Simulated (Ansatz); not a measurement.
# Hf3Br: the cost of one run

Method: DFT PBE, scalar-relativistic, plane waves, PAW, in Ansatz 0.2.0.

## (1) The structure to begin with

It takes space group I4/mmm (No. 139, tetragonal). Conventional cell: a = 5.361 Å, b = 5.361 Å, c = 6.290 Å, α = 90.00°, β = 90.00°, γ = 90.00°. Hf (site symmetry mmm) is surrounded by 2 Hf at 2.68 Å and 2 Br at 2.68 Å. Hf (site symmetry 4/mmm) is surrounded by 4 Hf at 2.68 Å. Br (site symmetry 4/mmm) has 4 Hf at 2.68 Å as nearest neighbours.

Structure file:

```
CELL_PARAMETERS angstrom
-2.68027 2.68027 3.14483
2.68027 -2.68027 3.14483
2.68027 2.68027 -3.14483
ATOMIC_POSITIONS crystal
Hf 0.50000 0.00000 0.50000
Hf 0.00000 0.50000 0.50000
Hf 0.00000 0.00000 0.00000
Br 0.50000 0.50000 0.00000
```

The cell is invented: random cell by space group and Wyckoff sites (I4/mmm, No. 139). Its size is a rough estimate.

## (2) Probe: one point on a coarse mesh

File input.yaml:

```yaml
crystal:
  lattice:
    - [-2.68026995, 2.68026995, 3.14483225]
    - [2.68026995, -2.68026995, 3.14483225]
    - [2.68026995, 2.68026995, -3.14483225]
  atoms:
    - { symbol: Hf, position: [0.5, 0.0, 0.5] }
    - { symbol: Hf, position: [0.0, 0.5, 0.5] }
    - { symbol: Hf, position: [0.0, 0.0, 0.0] }
    - { symbol: Br, position: [0.5, 0.5, 0.0] }
basis:
  ecutwfc: 420
kpoints:
  mp_grid: { grid: [4, 4, 4] }
hamiltonian:
  xc: pbe
scf:
  occupations: { method: gaussian, width: 0.1 }
  lower_state_search: "off"
output:
  forces: true
  stress: true
  eigenvalues: true
```

On the command line:

```bash
$ ansatz run input.yaml --threads 1 --pin off --max-ram 2560MiB --backend cpu --events-out ev --progress --plain --runs-dir out
```

**Question.** How long does this run take on 1 thread of Intel Xeon Platinum 8488C (Sapphire Rapids), shared host, and how much memory does it need?

About 2.9 s, with a peak of 0.41 GiB.
